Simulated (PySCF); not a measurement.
# H6LaN3 (La(NH2)3): the cost of one run

Computed with PySCF 2.14.0. Level: several levels, as the steps say, no spin–orbit coupling.

1 further run of the same task is left out (for a known fault of the program).

## 1. Where the work starts

10 atoms, charge 0, spin multiplicity 1.

Bond lengths: La1–N2 2.345 Å, La1–N5 2.345 Å, La1–N8 2.345 Å, N2–H3 1.022 Å, N2–H4 1.022 Å, N5–H6 1.022 Å, N5–H7 1.022 Å, N8–H9 1.022 Å, N8–H10 1.022 Å. Angles: N2–La1–N5 120.0°, N2–La1–N8 120.0°, N5–La1–N8 120.0°, La1–N2–H3 128.0°, La1–N2–H4 128.0°, H3–N2–H4 104.0°, La1–N5–H6 128.0°, La1–N5–H7 128.0°, H6–N5–H7 104.0°, La1–N8–H9 128.0°, La1–N8–H10 128.0°, H9–N8–H10 104.0°.

Geometry (Å):

```csv
atom,x (Å),y (Å),z (Å)
La1,0.0000,0.0000,0.0000
N2,2.3452,0.0000,0.0000
H3,2.9745,0.0000,0.8050
H4,2.9745,0.0000,-0.8050
N5,-1.1726,2.0310,0.0000
H6,-1.4872,2.5760,0.8050
H7,-1.4872,2.5760,-0.8050
N8,-1.1726,-2.0310,0.0000
H9,-1.4872,-2.5760,0.8050
H10,-1.4872,-2.5760,-0.8050
```

Formal oxidation states: La +3. An earlier session relaxed this geometry at PBE0, La def2-SVP with ECP46, N def2-SVP, H def2-SVP (singlet, point group D3h). Its vibrations showed it to be a saddle point, relaxed within its symmetry.

At PBE0 on the finer grid: E = -199.166295 Eh, HOMO -5.32 eV, LUMO -1.67 eV, Mulliken charge on La1 +1.09 e, largest force component 0.001 eV/Å. 

Levels to run: TPSS; M06-L; PBE0, TZVP. Hardware: 2 threads of Intel Xeon at 2.50GHz (Skylake/Cascade Lake), shared host.

## 2. TPSS

The input, run.py (the lines that set the calculation):

```python
mol = gto.M(atom='''
La     0.00000     0.00000     0.00000
N      2.34517    -0.00001     0.00000
H      2.97448    -0.00001     0.80502
H      2.97448    -0.00001    -0.80502
N     -1.17258     2.03098     0.00000
H     -1.48723     2.57598     0.80502
H     -1.48723     2.57598    -0.80502
N     -1.17259    -2.03097     0.00000
H     -1.48724    -2.57597     0.80502
H     -1.48724    -2.57597    -0.80502''',
    basis={'La': 'def2-SVP', 'N': 'def2-SVP', 'H': 'def2-SVP'},
    ecp={'La': 'def2-SVP'},
    charge=0, spin=0)
mf = dft.RKS(mol, xc='TPSS')
mf.grids.atom_grid = (75, 302)  # f atoms: unpruned, at least (60, 302)
mf = mf.density_fit()  # fitting sets: La def2-universal-JKFIT, N def2-universal-JKFIT, H def2-universal-JKFIT
mf.conv_tol = 1e-08; mf.max_cycle = 55
mf.kernel(dm0)  # dm0: the density of the relaxed state
```

Launch:

```sh
$ OMP_NUM_THREADS=2 python run.py
```

**Question.** How long does this run take on 2 threads of Intel Xeon at 2.50GHz (Skylake/Cascade Lake), shared host?

About 26 s.
